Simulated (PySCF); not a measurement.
# C6H7FO2: the cost of one run

Programs: PySCF 2.14.0, with routines of our own; each step states its level. All values are computed. Atoms count from 0.

### 1 The starting structure

16 atoms, charge 0, multiplicity 1; geometry from: GFN2-xTB.

### 2 Magnetic properties: GIAO KT3/pcSseg-1

The job: settings as JSON, then the geometry in Å.

```
{"job": {"kind": "mag", "xc": "KT3", "basis": "pcSseg-1", "isotopologues": 0}, "charge": 0, "multiplicity": 1}
C      0.929671     1.708332     0.203985
C      0.124698     0.472085     0.107761
C      0.550994    -0.800308    -0.011674
C      1.899517    -1.340093    -0.064741
O      2.914211    -0.689931     0.006044
O     -0.493456    -1.716451    -0.066147
C     -1.678781    -1.009563    -0.190051
F     -2.118985    -1.113190    -1.497057
C     -1.379543     0.462646     0.124681
H      0.730842     2.349556    -0.655017
H      0.654387     2.264998     1.099382
H      1.987700     1.467844     0.234090
H      1.914227    -2.438051    -0.178084
H     -2.459904    -1.479958     0.417948
H     -1.811972     1.108202    -0.640417
H     -1.771204     0.762824     1.097889
```

Level: GIAO KT3/pcSseg-1 magnetisability, rotational g tensor and spin-rotation constants, non-relativistic, gas phase.

Run with:

```console
$ OMP_NUM_THREADS=1 python excited_run.py task.json out
```

The driver reads the jobs from task.json and runs them one after another.

**Question.** How long does this job take on 1 thread of Arm Neoverse V1, shared host, and how much memory does it need?

About 56 s, with a peak of 0.7 GiB.
